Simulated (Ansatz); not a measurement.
# C2H7AlS2: the cost of one run

Method: the settings change from run to run; program: Ansatz 0.2.0, Gaussian basis.

## (1) The relaxed structure

The structure was relaxed beforehand with PBE0-D4 in a triple-zeta def2 set.

12 atoms, charge 0, spin multiplicity 1.

Atoms are counted from 1 here; the program's logs count them from 0.

Bond lengths: C1–Al2 1.954 Å, C1–H6 1.095 Å, C1–H7 1.092 Å, C1–H8 1.095 Å, Al2–S3 2.257 Å, Al2–S4 2.400 Å, Al2–H9 1.583 Å, S3–S4 2.075 Å, S4–C5 1.805 Å, C5–H10 1.089 Å, C5–H11 1.092 Å, C5–H12 1.088 Å. Angles: Al2–C1–H6 109.5°, Al2–C1–H7 113.4°, Al2–C1–H8 111.4°, H6–C1–H7 107.2°, H6–C1–H8 106.7°, H7–C1–H8 108.3°, C1–Al2–S3 118.9°, C1–Al2–S4 113.1°, C1–Al2–H9 123.5°, S3–Al2–S4 52.8°, S3–Al2–H9 115.8°, S4–Al2–H9 109.9°, Al2–S3–S4 67.1°, Al2–S4–S3 60.1°, Al2–S4–C5 105.5°, S3–S4–C5 104.4°, S4–C5–H10 108.8°, S4–C5–H11 106.7° and more.

Geometry (Å):

```xyz
12
C2H7AlS2
C    -1.2486    1.0616    0.8188
Al   -0.2027   -0.4598    1.4580
S     2.0337   -0.4536    1.1520
S     1.0262   -1.5588   -0.2865
C     0.9289   -0.4573   -1.7125
H    -1.6665    1.6037    1.6738
H    -0.6635    1.7771    0.2365
H    -2.0973    0.7350    0.2092
H    -0.7558   -1.5296    2.4849
H     1.9317   -0.3091   -2.1107
H     0.3059   -0.9606   -2.4550
H     0.4850    0.4962   -1.4345
```

## (2) wB97/def2-SVPD

Options: charge -1, multiplicity 2, density fitting with cc-pVTZ-jkfit, a point charge of 1.00 e beside it, relativity set to scalar.

The input, in.yaml:

```yaml
crystal:
  periodic: [false, false, false]
  atoms:
    - {symbol: C, position_ang: [-1.248614, 1.061588, 0.818797]}
    - {symbol: Al, position_ang: [-0.202746, -0.459766, 1.458000]}
    - {symbol: S, position_ang: [2.033726, -0.453639, 1.152009]}
    - {symbol: S, position_ang: [1.026184, -1.558804, -0.286525]}
    - {symbol: C, position_ang: [0.928868, -0.457318, -1.712549]}
    - {symbol: H, position_ang: [-1.666520, 1.603745, 1.673825]}
    - {symbol: H, position_ang: [-0.663520, 1.777142, 0.236502]}
    - {symbol: H, position_ang: [-2.097253, 0.734962, 0.209231]}
    - {symbol: H, position_ang: [-0.755823, -1.529579, 2.484939]}
    - {symbol: H, position_ang: [1.931710, -0.309062, -2.110697]}
    - {symbol: H, position_ang: [0.305927, -0.960610, -2.455003]}
    - {symbol: H, position_ang: [0.484961, 0.496240, -1.434531]}
basis:
  gaussian: {orbitals: def2-SVPD, fitting: {mean_field: cc-pVTZ-jkfit}, point_charges: [{charge: 1.00, position_ang: [6.690, 0.492, 0.451]}]}
total_charge: -1
magnetization: {spin_polarized: true, initial_magnetization: 1}
hamiltonian: {xc: {name: wB97}, pseudopotentials: {relativity: scalar}}
output: {forces: true}
```

Launch:

```
$ ansatz run in.yaml --threads 4 --pin off --events-out ev --progress --plain --max-ram 10444MiB
```

Q: Estimate wall time and peak memory on 4 threads of Arm Neoverse V1, shared host.

About 30 s, with a peak of 0.82 GiB.
